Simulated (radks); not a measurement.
# Valence configurations of Se

Aim: which of several valence configurations of Se lies lowest at this level, and whether it is the one NIST lists ([Ar] 3d10 4s2 4p4).

The numbers are computed with radks (a radial shooting solver on a logarithmic mesh, Libxc functionals) version 1 (scalar-relativistic Kohn-Sham, PBEsol, spin-polarised, spherical densities, finite nucleus; open shells are filled with parallel spins first), except any that are marked as measured or tabulated.

## (1) Starting point

| Property | Result |
| --- | --- |
| element | selenium (Z = 34) |
| charge | 0 |
| electrons | 34 |
| configuration | [Ar] 3d10 4s2 4p4 |
| nuclear rms radius | 4.14 fm |
| others tried | 3d9 4s2 4p5; 3d10 4s1.5 4p4.5; 3d10 4s1 4p5; 3d9.5 4s2 4p4.5; 3d10 4p6; 3d8 4s2 4p6 |

The outer shells:

Se
```
[Ar] core
3d [↑↓][↑↓][↑↓][↑↓][↑↓]
4s [↑↓]
4p [↑↓][↑ ][↑ ]
```

## (2) [Ar] 3d10 4s2 4p4

Input:

```text
Z 34
configuration [Ar] 3d10 4s2 4p4
relativity scalar-relativistic
functional pbe_sol,pbe_sol
spin polarised
nucleus finite rms 4.14 fm
c 137.035999084
```

## (3) [Ar] 3d9 4s2 4p5

Changes since step 2:

```diff
@@ -1,3 +1,3 @@
 Z 34
-configuration [Ar] 3d10 4s2 4p4
+configuration [Ar] 3d9 4s2 4p5
 relativity scalar-relativistic
```

## (4) [Ar] 3d10 4s1.5 4p4.5

Changes since step 3:

```diff
@@ -1,3 +1,3 @@
 Z 34
-configuration [Ar] 3d9 4s2 4p5
+configuration [Ar] 3d10 4s1.5 4p4.5
 relativity scalar-relativistic
```

## (5) [Ar] 3d10 4s1 4p5

Input:

```text
Z 34
configuration [Ar] 3d10 4s1 4p5
relativity scalar-relativistic
functional pbe_sol,pbe_sol
spin polarised
nucleus finite rms 4.14 fm
c 137.035999084
```

## (6) [Ar] 3d9.5 4s2 4p4.5

Changes since step 5:

```diff
@@ -1,3 +1,3 @@
 Z 34
-configuration [Ar] 3d10 4s1 4p5
+configuration [Ar] 3d9.5 4s2 4p4.5
 relativity scalar-relativistic
```

## (7) [Ar] 3d10 4p6

Changes since step 6:

```diff
@@ -1,3 +1,3 @@
 Z 34
-configuration [Ar] 3d9.5 4s2 4p4.5
+configuration [Ar] 3d10 4p6
 relativity scalar-relativistic
```

## (8) [Ar] 3d8 4s2 4p6

Changes since step 7:

```diff
@@ -1,3 +1,3 @@
 Z 34
-configuration [Ar] 3d10 4p6
+configuration [Ar] 3d8 4s2 4p6
 relativity scalar-relativistic
```

Before running it: what results should come out? Wanted: for each run, valence; E − E(NIST configuration); moment; highest level; its energy; 1s shift.

**Answer**, as computed:

```
         valence  E − E(NIST configuration) (eV)  moment (μB)  highest level  its energy (eV)  1s shift (eV)
    3d10 4s2 4p4                           0.000            2        4p down           -5.616          +0.00
3d10 4s1.5 4p4.5                           5.385            2        4p down           -5.944          -0.87
    3d10 4s1 4p5                          10.785            2        4p down           -6.260          -1.73
        3d10 4p6                          22.716            0             4p           -7.702          -3.32
 3d9.5 4s2 4p4.5                          24.749            2        4p down           -6.495          -6.95
     3d9 4s2 4p5                          51.783            2        4p down           -7.334         -14.08
     3d8 4s2 4p6                          112.93            2        4p down           -8.938         -28.91
```

**Reading.** The NIST configuration is the lowest of those tried, 5.385 eV under 3d10 4s1.5 4p4.5. The energies are those of spherical high-spin densities, not of single terms. The 1s eigenvalue shifts by up to 28.91 eV as the valence charge is rearranged.
